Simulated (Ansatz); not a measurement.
# InPH6 (SMILES [PH3+][InH3-]) at B2PLYP/def2-SVP (core potential)

Aim: the vertical ionisation energy of InPH6 at B2PLYP/def2-SVP (core potential), from 2 runs. 

The calculation is run with Ansatz 0.2.0.

50 further runs of the same task are left out: 3 that didn't finish, 47 set aside as unsound or not needed.

## 1. The system as given

The species is InPH6 (8 atoms), meant as a singlet with charge 0. As SMILES, `[PH3+][InH3-]`. The coordinates come from a PBE0-D4/def2-TZVP relaxation.

Bond lengths: P1–In2 2.782 Å, P1–H3 1.411 Å, P1–H4 1.411 Å, P1–H5 1.411 Å, In2–H6 1.731 Å, In2–H7 1.731 Å, In2–H8 1.731 Å. Some angles: P1–In2–H6 95.3°, P1–In2–H7 95.1°, P1–In2–H8 95.2°, In2–P1–H3 119.8°, In2–P1–H4 119.6°, In2–P1–H5 119.7°, H6–In2–H7 119.2°, H6–In2–H8 119.2°, H7–In2–H8 119.2°, H3–P1–H4 97.6°.

## 2. The energy at B2PLYP/def2-SVP (core potential)

The input, run.yaml:

```yaml
crystal:
  periodic: [false, false, false]
  atoms:
    - symbol: P
      position_ang: [-0.593300, 0.062600, -1.026600]
    - symbol: In
      position_ang: [0.822000, -0.099900, 1.362800]
    - symbol: H
      position_ang: [-1.997500, -0.077200, -1.021800]
    - symbol: H
      position_ang: [-0.318900, -0.855700, -2.062100]
    - symbol: H
      position_ang: [-0.526800, 1.240500, -1.800800]
    - symbol: H
      position_ang: [0.023300, 1.240800, 2.111900]
    - symbol: H
      position_ang: [2.376100, 0.140700, 0.638900]
    - symbol: H
      position_ang: [0.307400, -1.708800, 1.741800]
basis:
  gaussian:
    orbitals: def2-SVP
hamiltonian:
  xc: {name: B2PLYP}
correlation:
  frozen_orbitals: {H: 0, In: 4, P: 5}
accuracy: high
output: {orbitals: {seedname: orbitals}}
```

Launch:

```sh
$ ansatz run run.yaml --threads 1 --pin off --max-ram 3480MiB --events-out events.jsonl --progress --plain --runs-dir runs
```

The program printed:

```text
Warning: RAYON_NUM_THREADS=1 ignored (pool sized by the plan → 1); use --threads N
Functional definition: B2PLYP
  name "B2PLYP"
  parameter a = 0.53
  parameter c = 0.27
  exchange = (1 - a)*b88_x + a*exact_x
  correlation = (1 - c)*lyp_c + c*(mp2_os + mp2_ss)
1767 factors; integrals over basis functions are off by at most 4.0e-9 eV
mean field evaluation 1: about -14541.6440 eV, gradient 9.5e0 eV
mean field evaluation 2: about -14541.8279 eV, gradient 9.6e0 eV
mean field evaluation 4: about -14542.2470 eV, gradient 8.0e-1 eV
mean field evaluation 8: about -14542.2496 eV, gradient 4.3e-3 eV
mean field evaluation 16: about -14542.2496 eV, gradient 6.0e-7 eV
mean field -14542.24961222 eV, -534.4178161584 hartree, gradient 8.4e-8 eV, S^2 0.000000; 0 other end points of the search recorded, 0 dependent functions left out
9 core orbitals not correlated: weight in the atoms' cores, before any rotation towards them, 1.000 or more for the frozen orbitals, at most 0.000 for the correlated occupied ones
reference -14542.24964079 eV, -534.4178172083 hartree; 12, 12 occupied and 53, 53 virtual orbitals, 1767 factors
second order -8.23210595 eV of doubles, -0.00000000 eV of singles
Total energy: -14544.47230940 eV, -534.4994987730 hartree
```

It took 8.7 s on 1 thread of Intel Xeon Platinum 8488C (Sapphire Rapids), shared host; peak memory 0.26 GiB.

## 3. The doublet cation

The input, run.yaml:

```yaml
crystal:
  periodic: [false, false, false]
  atoms:
    - {symbol: P, position_ang: [-0.593300, 0.062600, -1.026600]}
    - {symbol: In, position_ang: [0.822000, -0.099900, 1.362800]}
    - {symbol: H, position_ang: [-1.997500, -0.077200, -1.021800]}
    - {symbol: H, position_ang: [-0.318900, -0.855700, -2.062100]}
    - {symbol: H, position_ang: [-0.526800, 1.240500, -1.800800]}
    - {symbol: H, position_ang: [0.023300, 1.240800, 2.111900]}
    - {symbol: H, position_ang: [2.376100, 0.140700, 0.638900]}
    - {symbol: H, position_ang: [0.307400, -1.708800, 1.741800]}
basis:
  gaussian: {orbitals: def2-SVP}
hamiltonian: {xc: {name: B2PLYP}}
magnetization: {spin_polarized: true, initial_magnetization: 1}
output: {orbitals: {seedname: orbitals}}
accuracy: high
correlation: {frozen_orbitals: {H: 0, In: 4, P: 5}}
total_charge: 1
```

Launch:

```sh
$ ansatz run run.yaml --threads 1 --pin off --max-ram 3480MiB --events-out events.jsonl --progress --plain --runs-dir runs
```

The program printed (excerpt; [...] marks lines left out):

```text
Warning: RAYON_NUM_THREADS=1 ignored (pool sized by the plan → 1); use --threads N
[... 2 set-up lines as earlier in the session ...]
[...]
1767 factors; integrals over basis functions are off by at most 4.0e-9 eV
[...]
mean field -14532.72864594 eV, -534.0679271012 hartree, gradient 2.0e-8 eV, S^2 0.801942; 4 other end points of the search recorded, 0 dependent functions left out
9 core orbitals not correlated: weight in the atoms' cores, before any rotation towards them, 1.000 or more for the frozen orbitals, at most 0.000 for the correlated occupied ones
reference -14532.72867420 eV, -534.0679281395 hartree; 12, 11 occupied and 53, 54 virtual orbitals, 1767 factors
second order -7.65155763 eV of doubles, -0.00000000 eV of singles
Total energy: -14534.79459476 eV, -534.1438493198 hartree
```

Run time: 37 s. Hardware: 1 thread of Intel Xeon Platinum 8488C (Sapphire Rapids), shared host; peak memory 0.37 GiB.

## 4. Outcome

Level: B2PLYP/def2-SVP (core potential), 9 core orbitals frozen.

```
                                                                quantity          value
                                             singlet InPH6: total energy  -534.49950 Eh
                        singlet InPH6: HOMO energy (SCF part's orbitals)       -8.55 eV
                        singlet InPH6: LUMO energy (SCF part's orbitals)        0.70 eV
                      singlet InPH6: HOMO–LUMO gap (SCF part's orbitals)        9.25 eV
                                            doublet cation: total energy  -534.14385 Eh
doublet cation: HOMO energy (SCF part's orbitals) (highest over α and β)      -14.04 eV
 doublet cation: LUMO energy (SCF part's orbitals) (lowest over α and β)      -10.50 eV
                                                    doublet cation: ⟨S²⟩          0.802
                      vertical ionisation energy (to the doublet cation)       9.678 eV
```

**Reading.** Removing an electron at fixed nuclei costs 9.68 eV (223 kcal/mol). The negative HOMO energy of the first species, 8.55 eV, lies 1.13 eV below that difference.
